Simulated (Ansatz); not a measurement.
# H4NOSi, SMILES N[SiH2][O]: an atomisation energy

Computed with the Python package of Ansatz (0.2.0).

Contents of `h4nosi.xyz`:
```text
7

N    -0.92890   -0.27490   -0.60060
Si    0.58760   -0.07080    0.23110
O     0.68770   -1.28030    1.42390
H    -0.95450    0.56180   -1.30740
H    -1.71970   -0.05940    0.08070
H     0.67540    1.27460    0.85950
H     1.71370   -0.21910   -0.73290
```

Notebook, run cell by cell (the value of a cell's last expression is shown):

```python
from collections import Counter

import ansatz as az
```

```python
def single_point(molecule, charge=0, unpaired=0):
    calc = molecule.calculation().basis(gaussian="6-31G").correlation("ccsd_t")
    if charge:
        calc = calc.charge(charge)
    if unpaired:
        calc = calc.spin("collinear", total=unpaired)
    return calc.run(threads=1).report["free_energy_ev"]
```

```python
geometry = az.Crystal.molecule_from_extxyz("h4nosi.xyz")
```

```python
# Hund ground states
unpaired = {"N": 3, "Si": 2, "O": 2, "H": 1}
counts = Counter(site.symbol for site in geometry.cartesian_sites)
atom_energy = {s: single_point(az.Crystal.molecule().atom(s, (0, 0, 0)), 0, unpaired[s]) for s in counts}
whole = single_point(geometry, 0, 1)
for s, e in atom_energy.items():
    print(f"{s:2s} x{counts[s]}  {e:14.5f} eV")
print(f"H4NOSi: {whole:.5f} eV")
split = sum(counts[s] * e for s, e in atom_energy.items()) - whole
print(f"atomisation energy (no zero-point term): {split:.3f} eV, {split / sum(counts.values()):.3f} eV an atom")
```

    N  x1     -1480.81707 eV
    Si x1     -7860.06362 eV
    O  x1     -2036.45932 eV
    H  x4       -13.55761 eV
    H4NOSi: -11448.26263 eV
    atomisation energy (no zero-point term): 16.692 eV, 2.385 eV an atom

16.692 eV from the electronic energies, without the zero-point term.

Reading the output:
- The settings weren't tested for convergence.
- The geometry is a force-field or estimated start, not a minimum of this method, and the basis set is short of its limit. All parts are taken at fixed geometry, without zero-point energy.
- The species is open-shell (spin multiplicity 2).
- In double-zeta sets correlated atomisation energies come out some 10 to 15 % low.
- The whole script took 5.4 s on 1 thread of Intel(R) Xeon(R) 6975P-C (Granite Rapids), on a shared host, peak memory 0.18 GiB.

(Lines on the test bed's own set-up are left out of the output.)
